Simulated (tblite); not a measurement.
# C4H5F3SSi: the cost of one run

Programs: tblite 0.8.0 and PySCF 2.14.0, with density-fitted response routines of our own. Each step states its level of theory. These are calculated values for one molecule in the gas phase, unless marked as measured. Atoms count from 0, in the outputs and in this text.

## Step 1: The molecule as given

14 atoms, charge 0, multiplicity 1; geometry from: force field or distance geometry start.

Bonds of the start (Å): F0–C1 1.40, C1–F2 1.35, C1–F3 1.38, C1–C4 1.53, C4–C5 1.54, C5–C6 1.30, C6–Si7 1.80, Si7–S8 2.07, S8–C5 1.77, C4–H9 1.10, C4–H10 1.09, C6–H11 1.12, Si7–H12 1.48, Si7–H13 1.47.

## Step 2: Relaxing the molecule with GFN2-xTB

What the job is given:

```
{"job": {"kind": "relax", "xc": "GFN2-xTB", "basis": "xTB"}, "charge": 0, "multiplicity": 1}
F     -1.699000    -0.721000    -0.858300
C     -2.065500    -0.161000     0.368300
F     -3.349400     0.264900     0.380800
F     -1.764900    -1.070600     1.365700
C     -1.083800     1.001200     0.559000
C      0.259400     0.245400     0.512600
C      1.256000     0.390000    -0.304800
Si     2.409000    -0.837600     0.333700
S      0.791600    -1.031900     1.613300
H     -1.165100     1.482800     1.543200
H     -1.225900     1.624100    -0.319900
H      1.374700     1.083600    -1.171700
H      2.582800    -1.930100    -0.646700
H      3.679300    -0.340200     0.882600
```

Command:

```console
$ OMP_NUM_THREADS=1 python probes_run.py task.json out
```

One launch serves the whole session: the jobs run in the order shown.

**Question.** How long does this first job take on 1 thread of Arm Neoverse N1, shared host, and how much memory does it need?

About 2.3 s, with a peak of 0.18 GiB.
